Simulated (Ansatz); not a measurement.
# SrTiC: the cost of one run

Computed with Ansatz 0.2.0 (DFT PBE, scalar-relativistic, plane waves, PAW, unless a step's input says otherwise).

### 1 Starting point

Symmetry: P-6m2, No. 187, hexagonal system. The conventional cell has a = 4.124 Å, b = 4.124 Å, c = 4.390 Å, α = 90.00°, β = 90.00°, γ = 120.00°. Sr (site symmetry -6m2) is surrounded by 6 Ti at 3.24 Å and 6 C at 3.24 Å. Ti (site symmetry -6m2) has 3 C at 2.38 Å as nearest neighbours. C (site symmetry -6m2) is surrounded by 3 Ti at 2.38 Å and 6 Sr at 3.24 Å.

Coordinates:

```cif
data_structure
_symmetry_space_group_name_H-M 'P 1'
_symmetry_Int_Tables_number 1
_cell_length_a 4.1242
_cell_length_b 4.1242
_cell_length_c 4.3897
_cell_angle_alpha 90.000
_cell_angle_beta 90.000
_cell_angle_gamma 120.000
_cell_volume 64.66
loop_
_atom_site_label
_atom_site_type_symbol
_atom_site_fract_x
_atom_site_fract_y
_atom_site_fract_z
_atom_site_occupancy
Sr1 Sr 0.00000 0.00000 0.00000 1
Ti1 Ti 0.66667 0.33333 0.50000 1
C1 C 0.33333 0.66667 0.50000 1
```

Recipe of the guess: species swapped into a database cell of EuAlSi (P-6m2, No. 187), with Sr on the Eu sites, Ti on the Al sites and C on the Si sites. Lengths come from tabulated atomic sizes and are only a guess.

### 2 The guess as it stands, on a coarse mesh

Input file input.yaml:

```yaml
crystal:
  lattice:
    - [4.12418552, 0.0, 0.0]
    - [-2.06209276, 3.57164943, 0.0]
    - [0.0, 0.0, 4.38970096]
  atoms:
    - { symbol: Sr, position: [0.0, 0.0, 0.0] }
    - { symbol: Ti, position: [0.66666667, 0.33333333, 0.5] }
    - { symbol: C, position: [0.33333333, 0.66666667, 0.5] }
basis:
  ecutwfc: 420
kpoints:
  mp_grid: { grid: [6, 6, 4] }
hamiltonian:
  xc: pbe
scf:
  occupations: { method: gaussian, width: 0.1 }
  lower_state_search: "off"
output:
  forces: true
  stress: true
  eigenvalues: true
```

Started as:

```sh
$ ansatz run input.yaml --threads 1 --pin off --max-ram 2048MiB --backend cpu --events-out ev --progress --plain --runs-dir out
```

**Question.** How long does this run take on 1 thread of Arm Neoverse V2, shared host, and how much memory does it need?

About 2.5 s, with a peak of 0.32 GiB.
